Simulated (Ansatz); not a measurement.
# C₂H₄Zn: a ladder of functionals and wavefunction methods

How much do the methods differ for C₂H₄Zn? The plan is to run it at one geometry with functionals of several rungs and with coupled cluster. The yardstick is the atomisation energy at the CCSD(T) limit.

Method: functionals in def2-TZVPP, the program's frozen cores in correlated methods; program: Ansatz 0.2.0, Gaussian basis.

Plan: LDA (SPW92), PBE-D4, revPBE-D4, BLYP-D4, r2SCAN-D4, B97M-V, PBE0-D4, B3LYP-D4, r2SCANh-D4, r2SCAN0-D4, HSE06-D4, BHLYP-D4, CAM-B3LYP-D4, LC-ωPBE, ωB97X-V, ωB97M-V, B2PLYP, PBE-QIDH; CCSD(T)/def2-SVP; CCSD(T)/def2-TZVPP; MP2/def2-QZVPP; extrapolation to the limit; RPA on PBE.

## 1. The relaxed structure

An earlier PBE0-D4 in a triple-zeta def2 set relaxation fixed the geometry.

7 atoms, charge 0, spin multiplicity 1.

Atoms are counted from 1 here; the program's logs count them from 0.

Bond lengths: C1–C2 1.324 Å, C1–H4 1.085 Å, C1–H5 1.085 Å, C2–H6 1.085 Å, C2–H7 1.085 Å. Angles: C2–C1–H4 121.7°, C2–C1–H5 121.7°, H4–C1–H5 116.7°, C1–C2–H6 121.7°, C1–C2–H7 121.7°, H6–C2–H7 116.6°.

## 2. LDA

This LDA is Slater exchange with PW92 correlation.

Contents of in.yaml:

```yaml
crystal:
  periodic: [false, false, false]
  atoms:
    - {symbol: C, position_ang: [-0.758258, 0.422960, -0.540745]}
    - {symbol: C, position_ang: [0.285662, 0.515955, 0.267714]}
    - {symbol: Zn, position_ang: [1.478124, -2.888188, 0.772397]}
    - {symbol: H, position_ang: [-1.764900, 0.294186, -0.158040]}
    - {symbol: H, position_ang: [-0.649142, 0.468884, -1.618873]}
    - {symbol: H, position_ang: [0.177170, 0.471856, 1.346120]}
    - {symbol: H, position_ang: [1.292543, 0.646447, -0.114172]}
basis:
  gaussian: {orbitals: def2-TZVPP}
hamiltonian: {xc: lda}
output: {orbitals: {seedname: orbitals}}
```

Run with:

```console
$ ansatz run in.yaml --threads 2 --pin off --events-out ev --progress --plain --max-ram 4352MiB
```

After this run come: PBE-D4 (GGA); revPBE-D4 (GGA); BLYP-D4 (GGA); r2SCAN-D4 (meta-GGA); B97M-V (meta-GGA); B3LYP-D4 (hybrid); r2SCANh-D4 (hybrid); r2SCAN0-D4 (hybrid); HSE06-D4 (hybrid); BHLYP-D4 (hybrid); CAM-B3LYP-D4 (range-separated); LC-ωPBE (range-separated); ωB97X-V (range-separated); ωB97M-V (range-separated); B2PLYP (double hybrid); PBE-QIDH (double hybrid); CCSD(T) in def2-SVP; CCSD(T) in def2-TZVPP; MP2 in def2-QZVPP; RPA on PBE orbitals.

Q: Predict the results of all the runs planned. Wanted: atomisation energy, CCSD(T)/CBS; farthest beyond LDA; mean size of error, GGA; mean size of error, meta-GGA; mean size of error, hybrid; mean size of error, range-separated; mean size of error, double hybrid; gap, smallest and largest; T1 diagnostic.

As calculated:

| quantity | value |
| --- | --- |
| atomisation energy, CCSD(T)/CBS | 2358.1 kJ/mol |
| functionals within 11.8 kJ/mol (0.5 %) | revPBE-D4, BLYP-D4, r2SCAN-D4, B97M-V, PBE0-D4, r2SCANh-D4, ωB97X-V, ωB97M-V |
| farthest beyond LDA | BHLYP-D4 (-47.9 kJ/mol) |
| mean size of error, GGA | 17.8 kJ/mol |
| mean size of error, meta-GGA | 1.8 kJ/mol |
| mean size of error, hybrid | 19.5 kJ/mol |
| mean size of error, range-separated | 10.0 kJ/mol |
| mean size of error, double hybrid | 14.8 kJ/mol |
| gap, smallest and largest | 4.29 eV (PBE-D4), 9.94 eV (LC-ωPBE) |
| T1 diagnostic | 0.0142 |
| triples share of the correlation energy | 3.4 % |

In words: The LDA atomisation energy is off by 293.9 kJ/mol (12 %): it overbinds. PBE-D4 misses by +45.2 kJ/mol. Double hybrids carry the basis error of their MP2 part in triple zeta, and no dispersion term here, so their miss is partly the set-up's. The rungs meta-GGA, range-separated miss on average by less than the doubt on the reference (11.8 kJ/mol), so they tie. The reference freezes the cores and leaves out relativity and excitations past (T), so misses under about 11.8 kJ/mol can't be ranked. Hartree-Fock recovers 76 % of the binding; the rest is correlation. CCSD(T) in def2-SVP is off by -90.8 kJ/mol, so the small basis spoils what the method gains. The gap grows from 4.3 to 9.9 eV across the functionals, mostly with the share of exact exchange. For Zn the d shell is correlated and the shells below it are frozen.
